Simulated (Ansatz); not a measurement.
**TaN: relaxed, then solved by several methods**

Aim: relax TaN, then solve it with and without frozen cores. Methods of the runs shown: PAW. Its runs: cell and atoms relaxed (PAW); the reference run (PAW); spin-orbit coupling on (PAW).

Computed with Ansatz 0.2.0 (DFT PBE, with the methods named in each step, unless a step's input says otherwise).

## Step 1: Starting point

The structure is cubic, space group Fm-3m (No. 225). Conventional cell: a = 4.358 Å, b = 4.358 Å, c = 4.358 Å, α = 90.00°, β = 90.00°, γ = 90.00°. Around Ta (site symmetry m-3m) lie 6 N at 2.18 Å. Around N (site symmetry m-3m) lie 6 Ta at 2.18 Å.

As a file:

```xyz
2
Lattice="0.0000 2.1790 2.1790 2.1790 0.0000 2.1790 2.1790 2.1790 0.0000" Properties=species:S:1:pos:R:3 pbc="T T T"
Ta    2.1790    2.1790    2.1790
N     0.0000    0.0000    0.0000
```

Atoms are numbered in the order of the input: Ta1, N2.

## Step 2: Cell and atoms relaxed, PAW

input.yaml

```yaml
crystal:
  lattice:
    - [0.0, 2.179, 2.179]
    - [2.179, 0.0, 2.179]
    - [2.179, 2.179, 0.0]
  atoms:
    - { symbol: Ta, position: [0.5, 0.5, 0.5] }
    - { symbol: "N", position: [0.0, 0.0, 0.0] }
kpoints:
  mp_grid: { grid: [11, 11, 11] }
scf:
  occupations: { method: fermi_dirac, width: 0.02 }
hamiltonian:
  xc: pbe
  pseudopotentials: { kind: paw }
output:
  forces: true
  stress: true
relax:
  f_tol: 0.005
  max_steps: 50
  cell: {}
```

Started as:

```console
ansatz run input.yaml --threads 2 --pin off --max-ram 5120MiB --backend cpu --events-out ev --progress --plain --runs-dir out
```

Further steps of the session: The relaxed cell, PAW; Spin-orbit coupling on, PAW.

Q: Predict the outcome of this session. Wanted: volume, relaxed; gap.

**Answer**, as computed:

| quantity | value |
| --- | --- |
| volume, relaxed (PAW) | 10.772 Å³/atom, Fm-3m |
| gap (PAW) | none |

**Reading.** Relaxing changes the volume by +4.1 %, to 10.77 Å³/atom. Bands cross the Fermi level: the crystal is a metal at this level.
